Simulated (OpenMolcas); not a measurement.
# CH3NOSi (SMILES N#CO[SiH3]): levels of theory compared

Aim: a comparison of 5 runs (HF/STO-3G, HF/3-21G, B3LYP/6-31G*, CCSD(T)/6-31G, CCSD(T)/def2-SVP) of CH3NOSi. 

Program for the calculation: OpenMolcas 26.06.

3 further runs of the same task are left out: 1 that didn't finish, 2 set aside as unsound or not needed.

## Step 1: The molecule

CH3NOSi has 7 atoms, charge 0, and is taken as a singlet. As SMILES, `N#CO[SiH3]`. Geometry: relaxed at GFN2-xTB.

Bond lengths: N1–C2 1.144 Å, C2–O3 1.253 Å, O3–Si4 1.652 Å, Si4–H5 1.453 Å, Si4–H6 1.459 Å, Si4–H7 1.459 Å. Angles: N1–C2–O3 178.1°, C2–O3–Si4 138.6°, O3–Si4–H5 98.2°, O3–Si4–H6 108.2°, O3–Si4–H7 108.1°, H5–Si4–H6 114.8°, H5–Si4–H7 114.8°, H6–Si4–H7 111.5°.

## Step 2: Energy and forces at HF/STO-3G (run 1)

The input, struct.xyz:

```xyz
7

N      1.936920    -1.403540     1.477830
C      1.068120    -1.083140     0.806180
O      0.109110    -0.772060     0.062620
Si    -0.640690     0.593960    -0.484840
H     -1.653200    -0.042650    -1.310350
H     -1.160740     1.321730     0.668060
H      0.340490     1.385700    -1.219500
```

The input, calc.input:

```
>>> EXPORT MOLCAS_PRINT=2

&GATEWAY
  BasLib=$CurrDir
  Coord=struct.xyz
  Basis=STO-3G
  Group=NoSym

&SEWARD

&SCF
  Thresholds=1e-10 1e-07 1e-07 1e-05
  PrOrbitals=1 2

&ALASKA
```

The basis set STO-3G is read from a file made from the Basis Set Exchange's data (not shown).

The run is started by

```console
$ export MOLCAS_MEM=1860
$ pymolcas calc.input > calc.log
```

Log:

```text
--- Start Module: gateway ---
[...]
--- Stop Module: gateway /rc=_RC_ALL_IS_WELL_ ---
[...]
      Basis functions           27
[...]
--- Start Module: scf ---
[...]
       Convergence after  15 Iterations
[...]
::    Total SCF energy                               -452.3119435133
[...]
      Total spin, S                                     0.0000000000
[...]
      Total electronic charge=   38.000000
      Total            charge=   -0.000000
[...]
      Dipole Moment (debye):
      Origin of the operator (angstrom)=    0.2914   -0.3520    0.2182
                   X= -3.1528E+00               Y=  2.9594E+00               Z= -2.3822E+00           Total=  4.9369E+00
      Quadrupole Moment (debye*angstrom):
[...]
--- Stop Module: scf /rc=_RC_ALL_IS_WELL_ ---
--- Start Module: alaska ---
[...]
 *              Molecular gradients               *
 **************************************************
  Irreducible representation: a
 ------------------------------------------------------------------------------------------
                              X                       Y                       Z
 ------------------------------------------------------------------------------------------
  N1               -4.18956725116928E-02    1.76154026054069E-02   -3.23612594439222E-02
  C2               -1.87059458289334E-02   -1.16674093401264E-02   -1.50370455574567E-02
  O3                5.47530473217632E-02    9.73389362457766E-03    4.31005062454957E-02
  SI4               2.03983063937585E-03   -1.37701458313764E-02    1.30690765821750E-03
  H5               -8.03183844443467E-03   -1.78022396719699E-02   -6.94454966490365E-03
  H6               -4.25361941060554E-03    7.56619650341062E-03    1.76428034267402E-02
  H7                1.60941982345664E-02    8.32430211005963E-03   -7.70736266415417E-03
 ------------------------------------------------------------------------------------------
--- Stop Module: alaska /rc=_RC_ALL_IS_WELL_ ---
[...]
```

Wall time 1.8 s (1 thread of Arm Neoverse V2, shared host); peak memory 0.37 GiB.

## Step 3: Energy and forces at HF/3-21G (run 2)

The input, geom.xyz:

```xyz
7

N      1.936920    -1.403540     1.477830
C      1.068120    -1.083140     0.806180
O      0.109110    -0.772060     0.062620
Si    -0.640690     0.593960    -0.484840
H     -1.653200    -0.042650    -1.310350
H     -1.160740     1.321730     0.668060
H      0.340490     1.385700    -1.219500
```

The input, run.input:

```
&GATEWAY
BasLib
$CurrDir
Coord
geom.xyz
Basis
3-21G
Group
NoSym
&SEWARD
&SCF
Thresholds
1e-10 1e-07 1e-07 1e-05
PrOrbitals
1 1
&ALASKA
```

The basis set 3-21G is read from a file made from the Basis Set Exchange's data (not shown).

The run is started by

```console
$ export MOLCAS_MEM=1860
$ pymolcas run.input > run.log
```

Log:

```text
--- Start Module: gateway ---
[...]
--- Stop Module: gateway /rc=_RC_ALL_IS_WELL_ ---
[...]
      Basis functions           46
[...]
--- Start Module: scf ---
[...]
       Convergence after  14 Iterations
[...]
::    Total SCF energy                               -455.3729496562
[...]
      Total spin, S                                     0.0000000000
[...]
      Total electronic charge=   38.000000
      Total            charge=   -0.000000
[...]
      Dipole Moment (debye):
      Origin of the operator (angstrom)=    0.2914   -0.3520    0.2182
                   X= -3.3045E+00               Y=  3.2142E+00               Z= -2.4941E+00           Total=  5.2413E+00
      Quadrupole Moment (debye*angstrom):
[...]
--- Stop Module: scf /rc=_RC_ALL_IS_WELL_ ---
--- Start Module: alaska ---
[...]
 *              Molecular gradients               *
 **************************************************
  Irreducible representation: a
 ------------------------------------------------------------------------------------------
                              X                       Y                       Z
 ------------------------------------------------------------------------------------------
  N1                2.57389822714060E-03   -1.46554502691654E-03    1.93322750692815E-03
  C2               -3.40873001795683E-02    1.70989070114254E-02   -2.61832736896257E-02
  O3                3.87889152074017E-03    1.67176477265798E-02    3.38730584988278E-03
  SI4               1.55686768478605E-02   -1.17449937195548E-02    1.19499468395690E-02
  H5                9.50022947946261E-03   -7.61096975777420E-03    7.31325160018947E-03
  H6                4.70864742325117E-03   -6.31364569018800E-03   -3.58570701021055E-03
  H7               -2.14304331887227E-03   -6.68140054361333E-03    5.18524890327621E-03
 ------------------------------------------------------------------------------------------
--- Stop Module: alaska /rc=_RC_ALL_IS_WELL_ ---
[...]
```

Run time: 2.1 s. Hardware: 1 thread of Arm Neoverse V2, shared host; peak memory 0.38 GiB.

Run 3 isn't shown in full; the table further down has it.

## Step 4: A single-point energy at CCSD(T)/6-31G (run 4)

The input, mol.input:

```
&GATEWAY
  BasLib=$CurrDir
  BasisSet
  N.6-31G....
  N1 1.936920 -1.403540 1.477830 angstrom
  End of Basis
  BasisSet
  C.6-31G....
  C2 1.068120 -1.083140 0.806180 angstrom
  End of Basis
  BasisSet
  O.6-31G....
  O3 0.109110 -0.772060 0.062620 angstrom
  End of Basis
  BasisSet
  Si.6-31G....
  Si4 -0.640690 0.593960 -0.484840 angstrom
  End of Basis
  BasisSet
  H.6-31G....
  H5 -1.653200 -0.042650 -1.310350 angstrom
  H6 -1.160740 1.321730 0.668060 angstrom
  H7 0.340490 1.385700 -1.219500 angstrom
  End of Basis

&SEWARD

&SCF
  Thresholds=1e-10 1e-07 1e-07 1e-05
  PrOrbitals=0

&RASSCF
  FileOrb=$Project.ScfOrb
  Spin=1
  Nactel=0 0 0
  Inactive=19
  Ras2=0
  OutOrbitals=Canonical
  OrbListing=Nothing

&MOTRA
  JobIph
  Frozen=8

&CCSDT
  CCT
  Triples=2
  Iterations=80
  Accuracy=1e-08
  Extrapolation=5 4
```

The basis set 6-31G is read from a file made from the Basis Set Exchange's data (not shown).

The run is started by

```console
$ export MOLCAS_MEM=1860
$ pymolcas mol.input > mol.log
```

Log:

```text
--- Start Module: gateway ---
[...]
--- Stop Module: gateway /rc=_RC_ALL_IS_WELL_ ---
[...]
      Basis functions           46
[...]
       Convergence after  14 Iterations
[...]
::    Total SCF energy                               -457.6948264937
[...]
      Total spin, S                                     0.0000000000
[...]
      Number of active orbitals                  0
[...]
      Spin quantum number                      0.0
[...]
      Active orbitals                            0
[...]
      Number of CSFs                             1
[...]
      Number of root(s) required                 1
[...]
      Convergence after  4 iterations
[...]
      Natural orbitals and occupation numbers for root  1
      ************************************************************************************************************************
      *                                                    Final results                                                     *
      ************************************************************************************************************************
[...]
::    RASSCF root number  1 Total energy:   -457.69482649
[...]
      Total electronic charge=   38.000000
      Total            charge=   -0.000000
[...]
      Dipole Moment (debye):
      Origin of the operator (angstrom)=    0.2914   -0.3520    0.2182
                   X= -3.4435E+00               Y=  3.4357E+00               Z= -2.5966E+00           Total=  5.5140E+00
      Quadrupole Moment (debye*angstrom):
[...]
--- Start Module: motra ---
[...]
      *** WARNING: Default frozen orbitals is overwritten by user input.
      *** Default values:   5
[...]
--- Stop Module: motra /rc=_RC_ALL_IS_WELL_ ---
--- Start Module: ccsdt ---
[...]
      Convergence after                    17  Iterations
      Total energy (diff) :    -458.07913786       0.00000001
[...]
 METHOD                       : CCSD+T(CCSD)+<T3(1)WT1> = CCSD(T)
[...]
       CCSD     =      -458.0791378639173
[...]
--- Stop Module: ccsdt /rc=_RC_ALL_IS_WELL_ ---
[...]
```

It took 5.7 s on 1 thread of Arm Neoverse V2, shared host; peak memory 0.38 GiB.

## Step 5: A single-point energy at CCSD(T)/def2-SVP (run 5)

The input, coord.xyz:

```xyz
7

N      1.936920    -1.403540     1.477830
C      1.068120    -1.083140     0.806180
O      0.109110    -0.772060     0.062620
Si    -0.640690     0.593960    -0.484840
H     -1.653200    -0.042650    -1.310350
H     -1.160740     1.321730     0.668060
H      0.340490     1.385700    -1.219500
```

The input, calc.input:

```
* CH3NOSi CCSD(T)
>>> EXPORT MOLCAS_PRINT=2

&gateway
  baslib = $CurrDir
  coord = coord.xyz
  basis = def2-SVP
  group = NoSym

&seward

&scf
  thresholds = 1e-10 1e-07 1e-07 1e-05
  prorbitals = 1 1

&rasscf
  fileorb = $Project.ScfOrb
  spin = 1
  nactel = 0 0 0
  inactive = 19
  ras2 = 0
  outorbitals = Canonical
  orblisting = NoCore

&motra
  jobiph
  frozen = 8

&ccsdt
  cct
  triples = 2
  iterations = 80
  accuracy = 1e-08
  extrapolation = 5 4
```

The basis set def2-SVP is read from a file made from the Basis Set Exchange's data (not shown).

The run is started by

```console
$ export MOLCAS_MEM=1860
$ pymolcas calc.input > calc.log
```

Log:

```text
--- Start Module: gateway ---
[...]
--- Stop Module: gateway /rc=_RC_ALL_IS_WELL_ ---
[...]
      Basis functions           75
[...]
       Convergence after  14 Iterations
[...]
::    Total SCF energy                               -457.6342073554
[...]
      Total spin, S                                     0.0000000000
[...]
      Number of active orbitals                  0
[...]
      Spin quantum number                      0.0
[...]
      Active orbitals                            0
[...]
      Number of CSFs                             1
[...]
      Number of root(s) required                 1
[...]
      Convergence after  4 iterations
[...]
      Natural orbitals and occupation numbers for root  1
      ************************************************************************************************************************
      *                                                    Final results                                                     *
      ************************************************************************************************************************
[...]
::    RASSCF root number  1 Total energy:   -457.63420736
[...]
      Total electronic charge=   38.000000
      Total            charge=   -0.000000
[...]
      Dipole Moment (debye):
      Origin of the operator (angstrom)=    0.2914   -0.3520    0.2182
                   X= -3.3848E+00               Y=  2.8387E+00               Z= -2.5686E+00           Total=  5.1101E+00
      Quadrupole Moment (debye*angstrom):
[...]
--- Start Module: motra ---
[...]
      *** WARNING: Default frozen orbitals is overwritten by user input.
      *** Default values:   5
[...]
--- Stop Module: motra /rc=_RC_ALL_IS_WELL_ ---
--- Start Module: ccsdt ---
[...]
      Convergence after                    18  Iterations
      Total energy (diff) :    -458.21213908       0.00000000
[...]
 METHOD                       : CCSD+T(CCSD)+<T3(1)WT1> = CCSD(T)
[...]
       CCSD     =      -458.2121390813687
[...]
--- Stop Module: ccsdt /rc=_RC_ALL_IS_WELL_ ---
[...]
```

It took 29 s on 1 thread of Arm Neoverse V2, shared host; peak memory 0.43 GiB.

## Step 6: Overview of the runs

```tsv
run	level	integration grid	task	energy (Eh)	dipole moment (D) of the reference	HOMO energy (eV)	LUMO energy (eV)	wall time
1	HF/STO-3G	–	gradient	-452.311944	4.94	-8.80	10.34	1.8 s
2	HF/3-21G	–	gradient	-455.372950	5.24	-11.62	2.79	2.1 s
3	B3LYP/6-31G* (spherical functions)	UltraFine	gradient	-459.352581	4.89	-8.11	-0.85	20 s
4	CCSD(T)/6-31G	–	energy	-458.090198	5.51	-11.87	2.27	5.7 s
5	CCSD(T)/def2-SVP	–	energy	-458.230790	5.11	-12.02	2.84	29 s
```

## Step 7: What came out

| quantity | value |
| --- | --- |
| run 5: total energy | -458.23079 Eh |
| run 5: dipole moment (mean-field density) | 5.11 D |
| run 5: HOMO energy (Hartree–Fock orbitals) | -12.02 eV |
| run 5: LUMO energy (Hartree–Fock orbitals) | 2.84 eV |
| run 5: HOMO–LUMO gap (Hartree–Fock orbitals) | 14.86 eV |
| run 5: correlation energy (8 core orbitals frozen) | -596.6 mEh |
| run 5: (T) correction | -18.65 mEh |

Over runs 1, 2, 3 the dipole moment (its size) runs from 4.89 D (B3LYP/6-31G*) to 5.24 D (HF/3-21G). The two ends differ in method and basis. Over runs 1, 2, 3 the HOMO–LUMO gap runs from 7.25 eV (B3LYP/6-31G*) to 19.14 eV (HF/STO-3G). In run 1 the basis is minimal, so the values are rough. All runs together took 59 s, the longest 29 s.
